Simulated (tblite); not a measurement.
# C7H16N2Si: the cost of one run

Programs: tblite 0.8.0 and PySCF 2.14.0, with density-fitted response routines of our own. Each step states its level of theory. These are calculated values for one molecule in the gas phase, unless marked as measured. Atoms count from 0, in the outputs and in this text.

### Step 1. The molecule as given

26 atoms, charge 0, multiplicity 1; geometry from: force field or distance geometry start.

Bonds of the start (Å): C0–C1 1.52, C1–C2 1.53, C2–C3 1.51, C3–Si4 1.83, Si4–N5 1.80, N5–C6 1.47, C6–C7 1.51, C7–N8 1.46, C3–C9 1.53, C9–C0 1.51, N8–Si4 1.81, C0–H10 1.11, C0–H11 1.10, C1–H12 1.13, C1–H13 1.09, C2–H14 1.10, C2–H15 1.11, C3–H16 1.11, Si4–H17 1.46, N5–H18 1.03, C6–H19 1.11, C6–H20 1.10, C7–H21 1.09, C7–H22 1.12, N8–H23 1.03, C9–H24 1.10, C9–H25 1.09.

### Step 2. Geometry optimisation with GFN2-xTB

What the job is given:

```
{"job": {"kind": "relax", "xc": "GFN2-xTB", "basis": "xTB"}, "charge": 0, "multiplicity": 1}
C     -2.790400    -0.864500     0.261100
C     -2.836100     0.653600     0.263500
C     -1.443300     1.125300    -0.140600
C     -0.639900    -0.147700    -0.016800
Si     0.971400     0.010400    -0.860200
N      2.152300    -1.279800    -0.449600
C      3.210700    -0.444100     0.133100
C      2.527100     0.603400     0.986300
N      1.829900     1.372700    -0.042200
C     -1.625300    -1.111600    -0.670800
H     -2.450100    -1.216700     1.258600
H     -3.732000    -1.332400    -0.069500
H     -3.054500     1.069100     1.286600
H     -3.589400     0.964500    -0.465700
H     -1.066300     1.935400     0.500500
H     -1.512600     1.405800    -1.208100
H     -0.565800    -0.427700     1.059000
H      0.884600     0.242100    -2.303400
H      1.756000    -1.920100     0.259600
H      3.722900     0.116700    -0.680900
H      3.919000    -1.033800     0.733700
H      3.210600     1.212500     1.584200
H      1.725700     0.147000     1.623100
H      2.509000     1.795500    -0.695300
H     -1.845400    -0.699500    -1.669000
H     -1.289200    -2.153500    -0.664200
```

The run is started by

```console
OMP_NUM_THREADS=1 python probes_run.py task.json out
```

One launch serves the whole session: the jobs run in the order shown.

Q: Estimate the wall time and peak memory of this first job on 1 thread of Arm Neoverse N1, shared host.

About 2.6 s, with a peak of 0.18 GiB.
